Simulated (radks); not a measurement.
# Pr⁺ in [Kr] 4d10 4f3 5s1.75 5p6 6s1 6p0.25: an all-electron calculation

The task here is to estimate one member of a computed series from the others.

Program: radks (a radial shooting solver on a logarithmic mesh, Libxc functionals) version 1. Level of theory: scalar-relativistic Kohn-Sham, r2SCAN, spin-unpolarised, spherical densities, finite nucleus. These are calculated values, not measurements, unless marked.

**Starting point**

```
element            : praseodymium (Z = 59)
charge             : +1
electrons          : 58
configuration      : [Kr] 4d10 4f3 5s1.75 5p6 6s1 6p0.25
nuclear rms radius : 4.8919 fm
```

Set-up of the first run:

Settings of this run:

```text
Z 59
configuration [Kr] 4d10 4f3 5s1.75 5p6 6s1 6p0.25
relativity scalar-relativistic
functional r2scan,r2scan
spin unpolarised
nucleus finite rms 4.8919 fm
c 137.035999084
```

Started as:

```console
$ python run_ks.py task.json out
```

The same process makes all the runs of this session.

Among the steps run: Self-consistent calculation.

One table of the session follows, with a row left open; its other results are not shown here.

It belongs to the step «Orbitals and density». Sizes of the orbitals, from the radial functions (bohr):

```
level      <r>  outermost maximum (interpolated)  90 % within  nodes
   1s        ?                                 ?            ?      ?
   2s   0.1030                            0.0872        0.159      1
   2p  0.09056                            0.0703        0.147      0
   3s   0.2718                             0.249        0.399      2
   3p   0.2701                             0.244        0.404      1
   3d   0.2475                             0.201        0.386      0
   4s   0.6229                             0.579        0.894      3
   4p   0.6596                             0.604        0.959      2
   4d   0.7277                             0.636         1.09      1
   5s    1.509                              1.36         2.17      4
   5p    1.747                              1.53         2.55      3
   6s    4.135                              3.69         5.95      5
   4f    1.144                             0.691         2.03      0
   6p    4.974                              4.43         7.12      4
```

**Question.** Estimate the row for 1s.

As computed: <r>: 0.02410; outermost maximum (interpolated): 0.0154; 90 % within: 0.0435; nodes: 0. In the column «<r>» it is the lowest.
